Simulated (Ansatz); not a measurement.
# Hf: strong compression

The task here is to estimate one member of a computed series from the others.

Computed with Ansatz 0.2.0 (DFT PBEsol, with the methods named in each step, unless a step's input says otherwise).

**The starting structure**

It takes space group P6_3/mmc (No. 194, hexagonal). Conventional cell: a = 3.169 Å, b = 3.169 Å, c = 5.133 Å, α = 90.00°, β = 90.00°, γ = 120.00°. Around Hf (site symmetry -6m2) lie 12 Hf at 3.15 to 3.17 Å.

Structure file:

```
CELL_PARAMETERS angstrom
3.16879 0.00000 0.00000
-1.58439 2.74425 0.00000
0.00000 0.00000 5.13343
ATOMIC_POSITIONS crystal
Hf 0.33333 0.66667 0.25000
Hf 0.66667 0.33333 0.75000
```

Whether this phase is the stable one at these pressures isn't tested.

Atoms are numbered in the order of the input: Hf1, Hf2.

Set-up of the first run:

File input.yaml:

```yaml
crystal:
  lattice:
    - [3.1687855324, 0.0, 0.0]
    - [-1.5843927662, 2.7442487702, 0.0]
    - [0.0, 0.0, 5.1334325625]
  atoms:
    - { symbol: Hf, position: [0.3333333333, 0.6666666667, 0.25] }
    - { symbol: Hf, position: [0.6666666667, 0.3333333333, 0.75] }
kpoints:
  mp_grid: { grid: [14, 14, 8] }
scf:
  occupations: { method: fermi_dirac, width: 0.08 }
hamiltonian:
  xc: pbesol
  pseudopotentials: { kind: paw }
output:
  forces: true
  stress: true
relax:
  f_tol: 0.005
  max_steps: 40
  cell: {}
```

Started as:

```console
> ansatz run input.yaml --threads 1 --pin off --max-ram 2048MiB --backend cpu --events-out ev --progress --plain --runs-dir out
```

Steps of the session up to this table: Cell relaxed at zero pressure, PAW; Volume scaled by 1, PAW; Shape and atoms relaxed at 0.94 of the volume, PAW; Volume scaled by 0.94, PAW; Shape and atoms relaxed at 0.88 of the volume, PAW; Volume scaled by 0.88, PAW; Shape and atoms relaxed at 0.8 of the volume, PAW; Volume scaled by 0.8, PAW; Volume scaled by 0.8, PAW (source ansatz); Shape and atoms relaxed at 0.72 of the volume, PAW; Volume scaled by 0.72, PAW; Shape and atoms relaxed at 0.64 of the volume, PAW; Volume scaled by 0.64, PAW; Shape and atoms relaxed at 0.55 of the volume, PAW; Volume scaled by 0.55, PAW; Shape and atoms relaxed at 0.45 of the volume, PAW; Volume scaled by 0.45, PAW; Volume scaled by 0.45, PAW (cutoff 600 eV).

One table of the session follows, with a row left open; its other results are not shown here.

```
             method  volume over the first  volume (Å³/atom)  pressure (GPa)
                PAW                      1            21.609            0.00
                PAW                   0.94            20.312            7.80
                PAW                   0.88            19.016           17.95
                PAW                    0.8            17.287           36.49
                PAW                   0.72            15.559           63.52
                PAW                   0.64                 ?               ?
                PAW                   0.55            11.885          184.96
                PAW                   0.45             9.724          368.89
PAW (cutoff 600 eV)                   0.45             9.724          368.44
PAW (source ansatz)                    0.8            17.287           36.62
```

**Question.** Estimate the row for PAW, 0.64.

As computed: volume (Å³/atom): 13.830; pressure (GPa): 105.29. In the column «volume (Å³/atom)» it lies between PAW, 0.55 (11.885) and PAW, 0.72 (15.559).

Caveats from the session: Warnings in the runs' records: forces off the residual converged image, eigensolver not converged, bands unlocked at the loops exit.
